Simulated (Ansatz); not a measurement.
# SiS3: the cost of one run

Program: Ansatz 0.2.0. Level of theory: DFT PBE, scalar-relativistic, plane waves, PAW. These are calculated values, not measurements.

## Step 1: The starting structure

The structure is tetragonal, space group I4/mmm (No. 139). The conventional cell has a = 4.124 Å, b = 4.124 Å, c = 9.213 Å, α = 90.00°, β = 90.00°, γ = 90.00°. Si (site symmetry 4/mmm) has 12 S at 2.92 to 3.09 Å as nearest neighbours. Around S (site symmetry 4/mmm) lie 4 Si at 2.92 Å and 8 S at 3.09 Å. Around S (site symmetry -4m2) lie 8 S at 2.92 to 3.09 Å and 4 Si at 3.09 Å.

Structure file:

```
CELL_PARAMETERS angstrom
-2.06215 2.06215 4.60637
2.06215 -2.06215 4.60637
2.06215 2.06215 -4.60637
ATOMIC_POSITIONS crystal
Si 0.00000 0.00000 0.00000
S 0.50000 0.50000 0.00000
S 0.25000 0.75000 0.50000
S 0.75000 0.25000 0.50000
```

This is candidate A: TiAl3 (D0_22) type (I4/mmm, No. 139).

(A quick probe on a coarse mesh, which set the mesh and smearing, is not shown.)

## Step 3: A loose first relaxation (candidate A)

input.yaml

```yaml
crystal:
  lattice:
    - [-2.062154152, 2.062154152, 4.6063703135]
    - [2.062154152, -2.062154152, 4.6063703135]
    - [2.062154152, 2.062154152, -4.6063703135]
  atoms:
    - { symbol: Si, position: [0.0, 0.0, 0.0] }
    - { symbol: S, position: [0.5, 0.5, 0.0] }
    - { symbol: S, position: [0.25, 0.75, 0.5] }
    - { symbol: S, position: [0.75, 0.25, 0.5] }
basis:
  ecutwfc: 420
kpoints:
  mp_grid: { grid: [6, 6, 6] }
hamiltonian:
  xc: pbe
scf:
  occupations: { method: gaussian, width: 0.1 }
  lower_state_search: "off"
output:
  forces: true
  stress: true
  eigenvalues: true
relax:
  adjacent_minimum: "off"
  f_tol: 0.04
  max_steps: 70
  cell: { stress_tol: 0.4 }
```

**Question.** How long does this run take on 1 thread of an Arm CPU, shared host, and how much memory does it need?

About 41 s, with a peak of 0.4 GiB.
